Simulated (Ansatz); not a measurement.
# CH₄F₂InN: up Jacob's ladder to CCSD(T)

Aim: compute CH₄F₂InN with functionals from several rungs and with coupled cluster, and see how far each lands from CCSD(T) at the basis-set limit for the atomisation energy.

Method: functionals in def2-TZVPP, the program's frozen cores in correlated methods; program: Ansatz 0.2.0, Gaussian basis.

Plan: LDA (SPW92), PBE-D4, revPBE-D4, BLYP-D4, r2SCAN-D4, B97M-V, PBE0-D4, B3LYP-D4, r2SCANh-D4, r2SCAN0-D4, HSE06-D4, BHLYP-D4, CAM-B3LYP-D4, LC-ωPBE, ωB97X-V, ωB97M-V, B2PLYP, PBE-QIDH; CCSD(T)/def2-SVP; CCSD(T)/def2-TZVPP; MP2/def2-QZVPP; extrapolation to the limit; RPA on PBE.

**1. The geometry**

An earlier PBE0-D4 in a triple-zeta def2 set relaxation fixed the geometry. In takes the def2 core potential; no spin-orbit term is included.

SMILES `C[NH][In]([F])[F]`, 9 atoms, charge 0, spin multiplicity 1.

Atoms are counted from 1 here; the program's logs count them from 0.

Bond lengths: C1–N2 1.453 Å, C1–H6 1.091 Å, C1–H7 1.096 Å, C1–H8 1.095 Å, N2–In3 1.990 Å, N2–H9 1.009 Å, In3–F4 1.938 Å, In3–F5 1.936 Å. Angles: N2–C1–H6 110.1°, N2–C1–H7 114.1°, N2–C1–H8 109.8°, H6–C1–H7 107.6°, H6–C1–H8 107.0°, H7–C1–H8 107.9°, C1–N2–In3 123.3°, C1–N2–H9 112.9°, In3–N2–H9 114.7°, N2–In3–F4 122.3°, N2–In3–F5 125.2°, F4–In3–F5 111.9°.

As a file:

```mol
CH4F2InN
  3D, bonds by distance, orders not assigned

  9  8  0  0  0  0  0  0  0  0999 V2000
   -0.4184   -1.2049    0.5445 C   0  0
    0.0514    0.1626    0.6880 N   0  0
    0.4087    1.3627   -0.8581 In  0  0
   -0.4007    1.0827   -2.5967 F   0  0
    1.3801    3.0347   -0.7731 F   0  0
   -1.1091   -1.2787   -0.2974 H   0  0
    0.3808   -1.9379    0.3829 H   0  0
   -0.9724   -1.5026    1.4410 H   0  0
    0.6796    0.2815    1.4689 H   0  0
  1  2  8  0
  2  3  8  0
  3  4  8  0
  3  5  8  0
  1  6  8  0
  1  7  8  0
  1  8  8  0
  2  9  8  0
M  END
```

**2. LDA**

This LDA is Slater exchange with PW92 correlation.

File in.yaml:

```yaml
crystal:
  periodic: [false, false, false]
  atoms:
    - {symbol: C, position_ang: [-0.418439, -1.204910, 0.544512]}
    - {symbol: N, position_ang: [0.051359, 0.162590, 0.688004]}
    - {symbol: In, position_ang: [0.408696, 1.362733, -0.858069]}
    - {symbol: F, position_ang: [-0.400686, 1.082715, -2.596671]}
    - {symbol: F, position_ang: [1.380130, 3.034681, -0.773109]}
    - {symbol: H, position_ang: [-1.109073, -1.278719, -0.297447]}
    - {symbol: H, position_ang: [0.380834, -1.937933, 0.382855]}
    - {symbol: H, position_ang: [-0.972381, -1.502644, 1.441002]}
    - {symbol: H, position_ang: [0.679561, 0.281487, 1.468923]}
basis:
  gaussian: {orbitals: def2-TZVPP}
hamiltonian: {xc: lda}
output: {orbitals: {seedname: orbitals}}
```

Started as:

```console
$ ansatz run in.yaml --threads 4 --pin off --events-out ev --progress --plain --max-ram 10444MiB
```

After this run come: PBE-D4 (GGA); revPBE-D4 (GGA); BLYP-D4 (GGA); r2SCAN-D4 (meta-GGA); B97M-V (meta-GGA); B3LYP-D4 (hybrid); r2SCANh-D4 (hybrid); r2SCAN0-D4 (hybrid); HSE06-D4 (hybrid); BHLYP-D4 (hybrid); CAM-B3LYP-D4 (range-separated); LC-ωPBE (range-separated); ωB97X-V (range-separated); ωB97M-V (range-separated); B2PLYP (double hybrid); PBE-QIDH (double hybrid); CCSD(T) in def2-SVP; CCSD(T) in def2-TZVPP; MP2 in def2-QZVPP; RPA on PBE orbitals.

**Question.** What will the summary of the whole plan be? Wanted: atomisation energy, CCSD(T)/CBS; farthest beyond LDA; mean size of error, GGA; mean size of error, meta-GGA; mean size of error, hybrid; mean size of error, range-separated; mean size of error, double hybrid; gap, smallest and largest; T1 diagnostic.

**Answer**, as computed:

| quantity | value |
| --- | --- |
| atomisation energy, CCSD(T)/CBS | 3064.7 kJ/mol |
| functionals within 30.6 kJ/mol (1.0 %) | BLYP-D4, r2SCAN-D4, B97M-V, CAM-B3LYP-D4, LC-ωPBE, ωB97X-V, ωB97M-V |
| farthest beyond LDA | BHLYP-D4 (-170.6 kJ/mol) |
| mean size of error, GGA | 38.0 kJ/mol |
| mean size of error, meta-GGA | 29.1 kJ/mol |
| mean size of error, hybrid | 79.2 kJ/mol |
| mean size of error, range-separated | 7.5 kJ/mol |
| mean size of error, double hybrid | 63.7 kJ/mol |
| gap, smallest and largest | 2.87 eV (LDA (SPW92)), 10.32 eV (LC-ωPBE) |
| T1 diagnostic | 0.0161 |
| triples share of the correlation energy | 3.2 % |

What this shows: The LDA atomisation energy is off by 477.3 kJ/mol (16 %): it overbinds. PBE-D4 is off by +53.3 kJ/mol. Double hybrids carry the basis error of their MP2 part in triple zeta, and no dispersion term here, so their miss is partly the set-up's. The rungs range-separated, meta-GGA miss on average by less than the doubt on the reference (30.6 kJ/mol), so they tie. The reference freezes the cores and leaves out spin-orbit coupling and excitations past (T), and its outer-core shells are covered unevenly, so misses under about 30.6 kJ/mol can't be ranked. All levels share the lack of spin-orbit coupling, which lowers the free heavy atoms and so the true binding. Hartree-Fock recovers 67 % of the binding; the rest is correlation. CCSD(T) in def2-SVP is off by -229.8 kJ/mol, so the small basis spoils what the method gains. Orbital gaps span 2.9 to 10.3 eV; exact exchange widens them. Correlated methods include outer-core shells of In, which these sets cover unevenly.
